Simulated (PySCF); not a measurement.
# H2O6Si3: relaxation and vibrations and intensities, part 2 of 2

Aim: for H2O6Si3, 2 runs in a chain (relaxation and vibrations and intensities).

PySCF 2.14.0; relaxation, pbe0, def2-tzvp, and further levels as typed in the inputs.

### Step 3. Vibrations and intensities: vibrations and intensities, pbe0, def2-tzvp

It takes the final geometry of step 2.

Input file run.py:

```python
from pyscf import gto, dft
from pyscf.hessian import thermo
import numpy as np
mol = gto.M(atom="mol.xyz", basis="def2-tzvp", charge=1, spin=1, verbose=4)
mf = dft.UKS(mol, xc="pbe0").density_fit().run(conv_tol=1e-9)
for i in range(6):  # look for a lower solution of the same spin
    mo, _, ok, _ = mf.stability(return_status=True)
    if ok: break
    mf.kernel(mf.make_rdm1(mo, mf.mo_occ))
print(f"converged SCF energy = {mf.e_tot:.10f}, stable: {ok}")
mol.verbose = 0; x = mol.atom_coords(); n = x.size; h = np.zeros((n, n + 3))
def point(d):
    m = mol.set_geom_(x + d.reshape(-1, 3), unit="Bohr", inplace=False); s = dft.UKS(m, xc="pbe0").density_fit()
    s.grids.level = 4
    s.run(mf.make_rdm1(), conv_tol=1e-10); g = s.nuc_grad_method(); g.grid_response = True
    return np.append(g.kernel(), s.dip_moment(unit="AU", verbose=0))
for k in range(n): d = np.zeros(n); d[k] = 0.01; h[k] = (point(d) - point(-d)) / 0.02
H = (h[:, :n] + h[:, :n].T) / 2
f = thermo.harmonic_analysis(mol, H.reshape(mol.natm, 3, mol.natm, 3).transpose(0, 2, 1, 3))
print("harmonic vibrations: frequency (1/cm), infrared intensity (km/mol)")
for w, q in zip(f["freq_wavenumber"], f["norm_mode"]): t = q.ravel() @ h[:, n:]; print(f"  {w.real - w.imag:9.2f} {974.88 * t @ t:9.2f}")
```

On the command line:

```
> python run.py
```

Standard output:

```text
[INPUT] num. atoms = 11
[INPUT] num. electrons = 91
[INPUT] charge = 1
[INPUT] spin (= nelec alpha-beta = 2S) = 1
[INPUT] symmetry False subgroup None
[INPUT] Mole.unit = angstrom
[INPUT] Symbol           X                Y                Z      unit          X                Y                Z       unit  Magmom
[INPUT]  1 H      0.165409240000   2.994169580000  -1.588608720000 AA    0.312578162072   5.658160476704  -3.002035399896 Bohr   0.0
[INPUT]  2 O     -0.259737330000   2.238024260000  -1.174445530000 AA   -0.490832418026   4.229252911532  -2.219380399920 Bohr   0.0
[INPUT]  3 Si     0.401489770000   1.181844650000  -0.222934140000 AA    0.758705707115   2.233362710282  -0.421284468415 Bohr   0.0
[INPUT]  4 O     -0.631335670000   0.342396510000   0.748790330000 AA   -1.193051508969   0.647035629907   1.415008648423 Bohr   0.0
[INPUT]  5 Si     0.147990450000  -1.115742280000   0.612573190000 AA    0.279661419551  -2.108447334798   1.157595560351 Bohr   0.0
[INPUT]  6 O      1.606673750000  -1.138072140000   1.401868850000 AA    3.036173359028  -2.150644654598   2.649148189059 Bohr   0.0
[INPUT]  7 Si     2.385860680000  -0.130604640000   0.355947470000 AA    4.508623256569  -0.246807000197   0.672643233032 Bohr   0.0
[INPUT]  8 O      3.874027080000  -0.500631260000   0.029914490000 AA    7.320850180349  -0.946055970796   0.056530193256 Bohr   0.0
[INPUT]  9 H      4.557305240000   0.082469030000  -0.312347720000 AA    8.612058769645   0.155843880459  -0.590251646432 Bohr   0.0
[INPUT] 10 O      1.880503580000   1.437239730000   0.465288620000 AA    3.553636742464   2.715989465044   0.879268060677 Bohr   0.0
[INPUT] 11 O      1.037503440000  -0.390985460000  -0.793062910000 AA    1.960597354894  -0.738855438087  -1.498671699451 Bohr   0.0

nuclear repulsion = 840.978821137821
number of shells = 113
number of NR pGTOs = 481
number of NR cGTOs = 309
basis = def2-tzvp
ecp = {}

******** <class 'pyscf.df.df_jk.DFUKS'> ********
method = DFUKS
initial guess = minao
damping factor = 0
level_shift factor = 0
DIIS = <class 'pyscf.scf.diis.CDIIS'>
diis_start_cycle = 1
diis_space = 8
diis_damp = 0
SCF conv_tol = 1e-09
SCF conv_tol_grad = None
SCF max_cycles = 50
direct_scf = False
number electrons alpha = 46  beta = 45
XC library pyscf.dft.libxc version 7.0.0
    S. Lehtola, C. Steigemann, M. J.T. Oliveira, and M. A.L. Marques.,  SoftwareX 7, 1–5 (2018)
XC functionals = pbe0
    C. Adamo and V. Barone.,  J. Chem. Phys. 110, 6158 (1999)
    M. Ernzerhof and G. E. Scuseria.,  J. Chem. Phys. 110, 5029 (1999)
radial grids:
    Treutler-Ahlrichs [JCP 102, 346 (1995); DOI:10.1063/1.469408] (M4) radial grids

becke partition: Becke, JCP 88, 2547 (1988); DOI:10.1063/1.454033
pruning grids: <function nwchem_prune at 0x721297b81c60>
grids dens level: 3
symmetrized grids: False
atomic radii adjust function: <function treutler_atomic_radii_adjust at 0x721297b82980>
small_rho_cutoff = 0
Set gradient conv threshold to 3.16228e-05
tot grids = 161648
******** <class 'pyscf.df.df.DF'> ********
auxbasis = def2-tzvp-jkfit
init E= -1322.85556840195
[... the frontier-level lines of each cycle are left out ...]


cycle= 1 E= -1320.13782715756  delta_E= 2.72  |g|=  1.1  |ddm|= 2.47
cycle= 2 E= -1319.60212150418  delta_E= 0.536  |g|= 1.64  |ddm|= 1.47
cycle= 3 E= -1320.54190099835  delta_E= -0.94  |g|= 0.151  |ddm|= 0.932
cycle= 4 E= -1320.54745036986  delta_E= -0.00555  |g|= 0.0929  |ddm|= 0.121
cycle= 5 E= -1320.55043068666  delta_E= -0.00298  |g|= 0.00994  |ddm|= 0.0512
cycle= 6 E= -1320.55047115793  delta_E= -4.05e-05  |g|= 0.00481  |ddm|= 0.0104
cycle= 7 E= -1320.5504793803  delta_E= -8.22e-06  |g|= 0.00213  |ddm|= 0.00407
cycle= 8 E= -1320.55048131934  delta_E= -1.94e-06  |g|= 0.000673  |ddm|= 0.00211
cycle= 9 E= -1320.55048155562  delta_E= -2.36e-07  |g|= 0.000197  |ddm|= 0.000664
cycle= 10 E= -1320.550481576  delta_E= -2.04e-08  |g|= 0.000144  |ddm|= 0.000244
cycle= 11 E= -1320.55048158428  delta_E= -8.27e-09  |g|= 4.5e-05  |ddm|= 0.000117
cycle= 12 E= -1320.55048158509  delta_E= -8.11e-10  |g|= 2.51e-05  |ddm|= 4.16e-05
Extra cycle  E= -1320.55048158496  delta_E= 1.28e-10  |g|= 3.61e-05  |ddm|= 3.09e-05
converged SCF energy = -1320.55048158496  <S^2> = 0.75145451  2S+1 = 2.001454
uhf_internal: lowest eigs of H = [0.31541983 0.32731974 0.34352386]
<class 'pyscf.df.df_jk.DFUKS'> wavefunction is stable in the internal stability analysis
converged SCF energy = -1320.5504815850, stable: True
harmonic vibrations: frequency (1/cm), infrared intensity (km/mol)
     162.25     13.25
     190.64      8.04
     212.16      5.49
     253.77      2.95
     301.57    225.86
     304.20     29.15
     307.90      8.05
     325.72      0.02
     402.56     52.72
     402.89     49.99
     418.14     26.81
     555.33     27.26
     582.29      0.01
     586.59     38.03
     671.90    395.25
     682.31     25.98
     742.63    129.09
     800.30     36.76
     808.91     14.27
     836.98     95.75
     840.71    102.04
     938.71    416.58
     972.72    358.73
    1131.63    297.38
    1161.66    166.71
    3892.18    157.15
    3895.35    522.10
```

Run time: 45 min. Hardware: 8 threads of Intel Xeon Platinum 8375C at 2.90GHz (Ice Lake), shared host.

Harmonic frequencies from the force constants, with isotope-averaged masses (PySCF's default) and rigid motions projected out (i: imaginary):

```tsv
mode	cm⁻¹	IR (km/mol)
1	162	13.2
2	191	8.0
3	212	5.5
4	254	3.0
5	302	225.9
6	304	29.1
7	308	8.1
8	326	0.0
9	403	52.7
10	403	50.0
11	418	26.8
12	555	27.3
13	582	0.0
14	587	38.0
15	672	395.2
16	682	26.0
17	743	129.1
18	800	36.8
19	809	14.3
20	837	95.8
21	841	102.0
22	939	416.6
23	973	358.7
24	1132	297.4
25	1162	166.7
26	3892	157.2
27	3895	522.1
```

### Step 4. Results

This closing draws on all 2 parts.

```
                     quantity             value
harmonic frequencies (step 3)  162 to 3895 cm⁻¹
   zero-point energy (step 3)          1.388 eV
```

In step 3 all modes are real: a minimum.
